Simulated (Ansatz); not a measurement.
# CuI: a scan of the bond length

Program: the Ansatz DFT code, driven from Python.

Notebook, run cell by cell (the value of a cell's last expression is shown):

**Cell 1**
```python
import ansatz as az
from ase.data import atomic_masses, atomic_numbers
import matplotlib.pyplot as plt
import numpy as np
```

**Cell 2**
```python
molecule = (
    az.Crystal.molecule()
    .atom("Cu", (0.0, 0.0, 0.0))
    .atom("I", (0.0, 0.0, 2.445))
)
```

**Cell 3**
```python
symbols = [site.symbol for site in molecule.cartesian_sites]
start = np.array([site.position_ang for site in molecule.cartesian_sites])
axis = (start[1] - start[0]) / np.linalg.norm(start[1] - start[0])
moving = [1]
lengths, energies = [2.152, 2.249, 2.347, 2.445, 2.543, 2.641, 2.738, 2.885], []
for length in lengths:
    xyz = start.copy()
    xyz[moving] += (length - np.linalg.norm(start[1] - start[0])) * axis
    point = az.Crystal.molecule()
    for symbol, place in zip(symbols, xyz):
        point = point.atom(symbol, place.tolist())
    base = point.calculation()
    base = base.basis(gaussian="def2-TZVP").correlation("ccsd_t")
    report = base.run().report
    energies.append(report["free_energy_ev"])
    print(f"r = {length:6.3f} A  E = {energies[-1]:.5f} eV  <S^2> = {abs(report['mean_field']['state']['spin_squared']):.3f}")
```
Output:
```text
r =  2.152 A  E = -52700.37365 eV  <S^2> = 0.000
r =  2.249 A  E = -52700.65176 eV  <S^2> = 0.000
r =  2.347 A  E = -52700.76962 eV  <S^2> = 0.000
r =  2.445 A  E = -52700.77538 eV  <S^2> = 0.000
r =  2.543 A  E = -52700.70516 eV  <S^2> = 0.000
r =  2.641 A  E = -52700.58437 eV  <S^2> = 0.000
r =  2.738 A  E = -52700.43276 eV  <S^2> = 0.000
r =  2.885 A  E = -52700.16919 eV  <S^2> = 0.000
```

**Cell 4**
```python
# quartic fit about the minimum
fit = np.polynomial.Polynomial.fit(lengths, np.array(energies) - min(energies), 4).convert()
roots = [r.real for r in fit.deriv().roots() if abs(r.imag) < 1e-9 and fit.deriv(2)(r.real) > 0]
r_e = min(roots, key=lambda r: abs(r - lengths[int(np.argmin(energies))]))
print(f"minimum of the fit at {r_e:.4f} A, force constant {fit.deriv(2)(r_e):.2f} eV/A^2")
m1, m2 = (atomic_masses[atomic_numbers[s]] for s in symbols)
mu = m1 * m2 / (m1 + m2)
print(f"harmonic wavenumber {521.4709 * np.sqrt(fit.deriv(2)(r_e) / mu):.0f} 1/cm, rotational constant {16.857629 / (mu * r_e ** 2):.4f} 1/cm")
plt.figure(figsize=(4.5, 3))
plt.plot(lengths, np.array(energies) - min(energies), "o-")
plt.xlabel("bond length (A)")
plt.ylabel("E - E(min) (eV)")
plt.tight_layout()
plt.savefig("scan.png", dpi=100)
```
Output:
```text
minimum of the fit at 2.4003 A, force constant 9.61 eV/A^2
harmonic wavenumber 248 1/cm, rotational constant 0.0691 1/cm
```

The lowest point is at 2.445 Å. At the shortest distance (2.15 Å) the energy is 0.40 eV higher, at the longest (2.88 Å) 0.61 eV.

Total energies depend on the basis set; only differences at equal settings carry meaning. The basis set is modest, and single-reference methods fail as a bond breaks. def2 sets replace the cores of elements past krypton by effective core potentials. The orbitals are restricted, so S² is zero by construction. S² is that of the Hartree-Fock reference. The spin state was assumed, and another may lie lower. Finished in 110 s on 1 thread of Intel(R) Xeon(R) Platinum 8259CL CPU @ 2.50GHz (Skylake/Cascade Lake), with other jobs on the host, peak memory 0.44 GiB.
